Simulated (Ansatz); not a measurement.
# Rb2AgPdF6: the cost of one run

All numbers below are computed with Ansatz 0.2.0 (DFT r2SCAN+D3(BJ), plane waves, PAW, scalar-relativistic, no spin polarisation).

### Step 1. The system as given

The cell holds 40 atoms (Ag4F24Pd4Rb8): a = 8.839 Å, b = 8.839 Å, c = 8.839 Å, α = 90.00°, β = 90.00°, γ = 90.00°.

Its coordinates follow in the input file.

### Step 2. Run 1

70 steps of 2 fs under a Langevin thermostat and barostat at 500 K and 0 GPa.

Contents of input.yaml:

```yaml
crystal:
  lattice:
    - [8.838544, 0.0, 0.0]
    - [0.0, 8.838544, 0.0]
    - [0.0, 0.0, 8.838544]
  atoms:
    - { symbol: Rb, position: [0.25, 0.25, 0.25] }
    - { symbol: Rb, position: [0.75, 0.75, 0.75] }
    - { symbol: Ag, position: [0.5, 0.5, 0.5] }
    - { symbol: Pd, position: [0.0, 0.0, 0.0] }
    - { symbol: F, position: [0.5, 0.5, 0.2390817] }
    - { symbol: F, position: [0.7609183, 0.5, 0.5] }
    - { symbol: F, position: [0.5, 0.5, 0.7609183] }
    - { symbol: F, position: [0.5, 0.2390817, 0.5] }
    - { symbol: F, position: [0.5, 0.7609183, 0.5] }
    - { symbol: F, position: [0.2390817, 0.5, 0.5] }
    - { symbol: Rb, position: [0.75, 0.75, 0.25] }
    - { symbol: Rb, position: [0.25, 0.25, 0.75] }
    - { symbol: Ag, position: [0.0, 0.0, 0.5] }
    - { symbol: Pd, position: [0.5, 0.5, 0.0] }
    - { symbol: F, position: [0.0, 0.0, 0.2390817] }
    - { symbol: F, position: [0.2609183, 0.0, 0.5] }
    - { symbol: F, position: [0.0, 0.0, 0.7609183] }
    - { symbol: F, position: [0.0, 0.7390817, 0.5] }
    - { symbol: F, position: [0.0, 0.2609183, 0.5] }
    - { symbol: F, position: [0.7390817, 0.0, 0.5] }
    - { symbol: Rb, position: [0.75, 0.25, 0.75] }
    - { symbol: Rb, position: [0.25, 0.75, 0.25] }
    - { symbol: Ag, position: [0.0, 0.5, 0.0] }
    - { symbol: Pd, position: [0.5, 0.0, 0.5] }
    - { symbol: F, position: [0.0, 0.5, 0.7390817] }
    - { symbol: F, position: [0.2609183, 0.5, 0.0] }
    - { symbol: F, position: [0.0, 0.5, 0.2609183] }
    - { symbol: F, position: [0.0, 0.2390817, 0.0] }
    - { symbol: F, position: [0.0, 0.7609183, 0.0] }
    - { symbol: F, position: [0.7390817, 0.5, 0.0] }
    - { symbol: Rb, position: [0.25, 0.75, 0.75] }
    - { symbol: Rb, position: [0.75, 0.25, 0.25] }
    - { symbol: Ag, position: [0.5, 0.0, 0.0] }
    - { symbol: Pd, position: [0.0, 0.5, 0.5] }
    - { symbol: F, position: [0.5, 0.0, 0.7390817] }
    - { symbol: F, position: [0.7609183, 0.0, 0.0] }
    - { symbol: F, position: [0.5, 0.0, 0.2609183] }
    - { symbol: F, position: [0.5, 0.7390817, 0.0] }
    - { symbol: F, position: [0.5, 0.2609183, 0.0] }
    - { symbol: F, position: [0.2390817, 0.0, 0.0] }
basis:
  ecutwfc: 500.0
kpoints:
  mp_grid: { grid: [1, 1, 1] }
hamiltonian:
  xc: r2scan
  dispersion: d3bj
scf:
  occupations: { method: fermi_dirac, width: 0.05 }
  lower_state_search: "off"
md:
  timestep: 2
  n_steps: 70
  ensemble: npt_langevin
  temperature: 500.0
  initial_velocities: maxwell_boltzmann
  seed: 704859
  friction: 0.005
  pressure: 0.0
  fix_cell: []
```

Run with:

```bash
ansatz run input.yaml --threads 4 --pin off --max-ram 10240MiB --backend cpu --events-out ev --progress --plain --runs-dir out
```

**Question.** How long does this run take on 4 threads of Intel Xeon 6975P-C (Granite Rapids), shared host, and how much memory does it need?

About 16 min, with a peak of 2.4 GiB.
